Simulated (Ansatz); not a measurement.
I need vertical and adiabatic energies of changing the electron count of FZn. Use Ansatz 0.2.0, Python API. Level of theory (for the species named): PBE, def2-SVP basis, multiplicity 2, D3BJ dispersion.

```yaml
atoms:
  - { symbol: Zn, position_ang: [0.0000, 0.0000, 0.0000] }
  - { symbol: F, position_ang: [0.0000, 0.0000, 1.8050] }
```

`adiabatic_fzn.py`
```python
"""How FZn relaxes after losing an electron."""

import warnings

import ansatz as az
import numpy as np


def main() -> None:
    warnings.simplefilter("ignore", az.DeckWarning)

    molecule = (
        az.Crystal.molecule()
        .atom("Zn", (0.0, 0.0, 0.0))
        .atom("F", (0.0, 0.0, 1.805))
    )

    calculation = (
        molecule.calculation()
        .basis(gaussian="def2-SVP")
        .functional("pbe", dispersion="d3bj")
        .spin("collinear", total=1)
    )
    symbols = [site.symbol for site in molecule.cartesian_sites]
    start = np.array([site.position_ang for site in molecule.cartesian_sites], dtype=float)
    rep = calculation.relax(force_tolerance=0.01).run(threads=1, pin="off").report
    end = np.array(rep["positions_ang"])

    minimum = az.Crystal.molecule()
    for symbol, place in zip(symbols, end):
        minimum = minimum.atom(symbol, place.tolist())
    ion = (
        minimum.calculation()
        .basis(gaussian="def2-SVP")
        .functional("pbe", dispersion="d3bj")
        .charge(1)
    )
    vertical = ion.run(threads=1, pin="off").report
    settled = ion.relax(force_tolerance=0.01, max_steps=80).run(threads=1, pin="off").report
    print(f"vertical ionisation energy   {vertical['free_energy_ev'] - rep['free_energy_ev']:.3f} eV")
    print(f"adiabatic, no zero point     {settled['free_energy_ev'] - rep['free_energy_ev']:.3f} eV")
    print(f"relaxation energy of the ion {vertical['free_energy_ev'] - settled['free_energy_ev']:.3f} eV")
    ionised = np.array(settled["positions_ang"])
    print("final positions (A) and the move of each atom")
    for symbol, xyz, old in zip(symbols, ionised, end):
        print(f"{symbol:2s} {xyz[0]:10.5f} {xyz[1]:10.5f} {xyz[2]:10.5f}   {np.linalg.norm(xyz - old):7.4f}")


if __name__ == "__main__":
    main()
```

`python adiabatic_fzn.py` gives:
```text
vertical ionisation energy   9.023 eV
adiabatic, no zero point     8.989 eV
relaxation energy of the ion 0.034 eV
final positions (A) and the move of each atom
Zn    0.00000   -0.00000    0.03599    0.0272
F    -0.00000    0.00000    1.76901    0.0272
```

Notes:
- The energies are electronic: no zero-point or thermal terms, and the basis set is short of its limit. The product may relax into another structure. The relaxation finds the nearest minimum, so the adiabatic value is an upper bound.
- The species is open-shell (spin multiplicity 2).
- Only the spin states typed were run; another state of an ion can lie lower, by up to an eV or two.
- The spin state was assumed, and another may lie lower.
- Hardware and time: 16 s on 1 thread of Arm Neoverse N1 (shared host), peak memory 0.18 GiB.
